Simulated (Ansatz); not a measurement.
# K: response to a stretch of c alone

The task here is to estimate one member of a computed series from the others.

The COD entry's cell or inner coordinates are ideal or old and differ from later refinements, so a difference from it is no clean test against experiment.

Method: DFT PBEsol, scalar-relativistic, plane waves, PAW, in Ansatz 0.2.0.

3 further runs of the same task are left out: 3 set aside as unsound or not needed.

## The system as given

It takes space group Cmmm (No. 65, orthorhombic). Conventional cell: a = 8.518 Å, b = 8.530 Å, c = 11.145 Å, α = 90.00°, β = 90.00°, γ = 90.00°. K (site symmetry 2) has 5 K at 4.25 to 4.27 Å in its first shell of neighbours.

Structure file:

```cif
data_structure
_symmetry_space_group_name_H-M 'Cmmm'
_symmetry_Int_Tables_number 65
_cell_length_a 8.5177
_cell_length_b 8.5302
_cell_length_c 11.1455
_cell_angle_alpha 90.000
_cell_angle_beta 90.000
_cell_angle_gamma 90.000
_cell_volume 809.81
loop_
_atom_site_label
_atom_site_type_symbol
_atom_site_symmetry_multiplicity
_atom_site_Wyckoff_symbol
_atom_site_fract_x
_atom_site_fract_y
_atom_site_fract_z
_atom_site_occupancy
K1 K 8 m 0.75000 0.75000 0.30925 1
K2 K 2 a 0.00000 0.00000 0.00000 1
```

The first run:

input.yaml

```yaml
crystal:
  lattice:
    - [8.5176571476, 0.0, 0.0]
    - [0.0, 8.530249121, 0.0]
    - [0.0, 0.0, 11.1454937705]
  atoms:
    - { symbol: K, position: [0.25, 0.25, 0.3092481966] }
    - { symbol: K, position: [0.75, 0.25, 0.6907518034] }
    - { symbol: K, position: [0.75, 0.25, 0.3092481966] }
    - { symbol: K, position: [0.25, 0.25, 0.6907518034] }
    - { symbol: K, position: [0.0, 0.0, 0.0] }
    - { symbol: K, position: [0.75, 0.75, 0.3092481966] }
    - { symbol: K, position: [0.25, 0.75, 0.6907518034] }
    - { symbol: K, position: [0.25, 0.75, 0.3092481966] }
    - { symbol: K, position: [0.75, 0.75, 0.6907518034] }
    - { symbol: K, position: [0.5, 0.5, 0.0] }
basis:
  ecutwfc: 420
kpoints:
  mp_grid: { grid: [4, 4, 4] }
hamiltonian:
  xc: pbesol
scf:
  occupations: { method: gaussian, width: 0.1 }
output:
  forces: true
  stress: true
  eigenvalues: true
```

Started as:

```sh
$ ansatz run input.yaml --threads 1 --pin off --max-ram 2560MiB --backend cpu --events-out ev --progress --plain --runs-dir out
```

Among the steps run: Zero strain; The cell strained by -1.5 %; The cell strained by +1.5 %; Strain -3.0 %; The cell strained by +3.0 %; The cell strained by -4.5 %.

One of the session's tables, all rows but one given; the rest of the session is left out.

It belongs to the step «Energy and stress against strain (a metal throughout)». Lengths are those of the vectors of the cell that was run; stresses in GPa:

| strain (%) | ΔE (meV/atom) | c (Å) |
| --- | --- | --- |
| -4.5 | 3.2 | 10.644 |
| -3.0 | 1.4 | 10.811 |
| -1.5 | 0.4 | 10.978 |
| +0.0 | 0.0 | 11.145 |
| +1.5 | ? | ? |
| +3.0 | 1.1 | 11.480 |

Estimate the missing values for strain (%) = +1.5.

Worked estimate for «ΔE (meV/atom)». A straight line through the neighbours (0.0, 0.0) and (3.0, 1.1) gives 0.0 + (1.1 − 0.0) × (1.5 − 0.0) / (3.0 − 0.0) = 0.6; a parabola fitted to 3 rows on both sides gives 0.2.

As computed: ΔE (meV/atom): 0.2; c (Å): 11.313. In «ΔE (meV/atom)» the line misses by +0.4 and the parabola by 0.0.

ΔE is over the unstrained cell. Stress in GPa, positive in compression, on the Cartesian axes of the input. 

Caveats from the session: Warnings in the runs' records: stress scf threshold loose.
